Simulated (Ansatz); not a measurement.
**BiTe: relaxation of cell and atoms with LDA**

BiTe:

```
Bi Te
1.0
     0.00000    3.23500    3.23500
     3.23500    0.00000    3.23500
     3.23500    3.23500    0.00000
Bi Te
1 1
Direct
  0.00000 0.00000 0.00000
  0.50000 0.50000 0.50000
```

```json
{
 "Program": "Ansatz 0.2.0",
 "Task": "relaxation of cell and atoms",
 "Functional": "LDA",
 "Potentials or basis": "Ansatz PAW",
 "Cutoff": "420 eV (not typed: the program's choice for these potentials)",
 "k mesh": "7 × 7 × 7",
 "Occupations": "fermi-dirac, width 0.05 eV",
 "Spin": "no spin polarisation"
}
```

* Relaxed volume: 32.10 Å³/atom
* Relaxed cell: a = 4.495 Å, b = 4.495 Å, c = 4.495 Å, α = 60.00°, β = 60.00°, γ = 60.00°
* Space group after relaxing (to 0.05 Å): Fm-3m (No. 225)
* Energy gained by relaxing: 15.3 meV/atom
* Ionic steps: 5
* Pressure after relaxing: 0.0 GPa
* Band gap on the k mesh: none (metal or under the smearing width)

The path:
```csv
step,energy change (eV),largest force (eV/Å),volume (Å³)
1,0.0000,0.0000,67.71
2,-0.0229,0.0000,62.46
3,-0.0311,0.0000,64.37
4,-0.0312,0.0000,64.21
5,-0.0306,0.0000,64.21
```

Final structure:
```xyz
2
Lattice="0.0000 3.1783 3.1783 3.1783 0.0000 3.1783 3.1783 3.1783 0.0000" Properties=species:S:1:pos:R:3 pbc="T T T"
Bi    0.0000    0.0000    0.0000
Te    3.1783    3.1783    3.1783
```

Levels at points of the mesh, in eV from the Fermi level:
| k point | band 12 | band 13 | band 14 | band 15 | band 16 | band 17 | band 18 | band 19 |
| --- | --- | --- | --- | --- | --- | --- | --- | --- |
| (0.00, 0.00, 0.00) | -8.07 | -2.69 | -2.69 | -2.69 | 2.20 | 2.20 | 2.20 | 4.63 |

It took 4.9 s on 2 threads of Arm Neoverse V2, on a shared host, peak memory 0.33 GiB.

Caveat: the plane-wave basis is chosen anew once the cell has moved, so the energies of steps on either side of that aren't comparable; spin-orbit coupling is left out, which moves the levels of the heavy elements; the PAW data sets come from PBE, with cores solved anew for the run's functional, which leaves a small shift of forces and pressure. Zero-point motion and thermal expansion aren't in these numbers.
